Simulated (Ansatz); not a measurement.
**C8H10: small, medium and large basis sets**

How large a basis does C8H10 need? Two functionals are run in growing sets.

The runs use Ansatz 0.2.0, Gaussian basis; one geometry, several basis sets.

Levels to be run: PBE0-D4/def2-SVP; ωB97M-V/def2-SVP; PBE0-D4/def2-QZVPP; ωB97M-V/def2-QZVPP; the functionals' def2-TZVPP values are taken from earlier runs.

**1. The geometry**

The geometry comes from an earlier relaxation with PBE0-D4 in a triple-zeta def2 set; it is a stationary point, not always the lowest conformer.

SMILES `CCc1ccccc1`, 18 atoms, charge 0, spin multiplicity 1.

Atoms are counted from 1 here; the program's logs count them from 0.

Bond lengths: C1–C2 1.526 Å, C1–H9 1.093 Å, C1–H10 1.093 Å, C1–H11 1.093 Å, C2–C3 1.501 Å, C2–H12 1.094 Å, C2–H13 1.094 Å, C3–C4 1.392 Å, C3–C8 1.392 Å, C4–C5 1.386 Å, C4–H14 1.086 Å, C5–C6 1.387 Å, C5–H15 1.084 Å, C6–C7 1.387 Å, C6–H16 1.084 Å, C7–C8 1.386 Å, C7–H17 1.084 Å, C8–H18 1.086 Å. Angles: C2–C1–H9 110.9°, C2–C1–H10 111.2°, C2–C1–H11 110.9°, H9–C1–H10 108.2°, H9–C1–H11 107.5°, H10–C1–H11 108.2°, C1–C2–C3 112.3°, C1–C2–H12 109.5°, C1–C2–H13 109.5°, C3–C2–H12 109.4°, C3–C2–H13 109.4°, H12–C2–H13 106.7°, C2–C3–C4 120.8°, C2–C3–C8 120.8°, C4–C3–C8 118.3°, C3–C4–C5 121.0°, C3–C4–H14 119.3°, C5–C4–H14 119.7° and more.

Coordinates:

```xyz
18
charge 0, multiplicity 1
C     2.4785    0.1736   -0.4827
C     1.4517   -0.9375   -0.2872
C     0.0768   -0.4001   -0.0147
C    -0.7999   -0.1205   -1.0588
C    -2.0532    0.4189   -0.8135
C    -2.4524    0.6887    0.4870
C    -1.5895    0.4129    1.5372
C    -0.3375   -0.1268    1.2855
H     2.5415    0.8058    0.4062
H     3.4717   -0.2372   -0.6793
H     2.2028    0.8145   -1.3236
H     1.4248   -1.5702   -1.1795
H     1.7627   -1.5791    0.5428
H    -0.4959   -0.3338   -2.0792
H    -2.7231    0.6247   -1.6410
H    -3.4332    1.1071    0.6816
H    -1.8946    0.6144    2.5580
H     0.3311   -0.3442    2.1129
```

**2. PBE0-D4 in def2-SVP**

in.yaml

```yaml
crystal:
  periodic: [false, false, false]
  atoms:
    - {symbol: C, position_ang: [2.478505, 0.173583, -0.482749]}
    - {symbol: C, position_ang: [1.451677, -0.937531, -0.287186]}
    - {symbol: C, position_ang: [0.076814, -0.400050, -0.014721]}
    - {symbol: C, position_ang: [-0.799861, -0.120484, -1.058833]}
    - {symbol: C, position_ang: [-2.053250, 0.418896, -0.813535]}
    - {symbol: C, position_ang: [-2.452366, 0.688743, 0.487006]}
    - {symbol: C, position_ang: [-1.589481, 0.412935, 1.537202]}
    - {symbol: C, position_ang: [-0.337542, -0.126818, 1.285499]}
    - {symbol: H, position_ang: [2.541474, 0.805804, 0.406170]}
    - {symbol: H, position_ang: [3.471745, -0.237250, -0.679310]}
    - {symbol: H, position_ang: [2.202755, 0.814490, -1.323607]}
    - {symbol: H, position_ang: [1.424824, -1.570181, -1.179503]}
    - {symbol: H, position_ang: [1.762669, -1.579112, 0.542802]}
    - {symbol: H, position_ang: [-0.495941, -0.333764, -2.079161]}
    - {symbol: H, position_ang: [-2.723146, 0.624731, -1.640969]}
    - {symbol: H, position_ang: [-3.433184, 1.107080, 0.681577]}
    - {symbol: H, position_ang: [-1.894618, 0.614383, 2.558026]}
    - {symbol: H, position_ang: [0.331125, -0.344155, 2.112892]}
basis:
  gaussian: {orbitals: def2-SVP}
hamiltonian: {xc: pbe0, dispersion: d4}
output: {orbitals: {seedname: orbitals}}
```

The runs that follow: ωB97M-V in def2-SVP; PBE0-D4 in def2-QZVPP; ωB97M-V in def2-QZVPP.

**Question.** What will the summary of the whole plan be? Wanted: PBE0-D4: double and triple zeta above quadruple; ωB97M-V: double and triple zeta above quadruple.

The runs gave:

| quantity | value |
| --- | --- |
| PBE0-D4: double and triple zeta above quadruple | 9.39, 0.45 eV |
| ωB97M-V: double and triple zeta above quadruple | 9.82, 0.42 eV |

For PBE0-D4 the step from double to triple zeta gains 8.94 eV and the next only 0.45 eV. Total energies overstate the basis error of differences, where much of it tends to cancel.
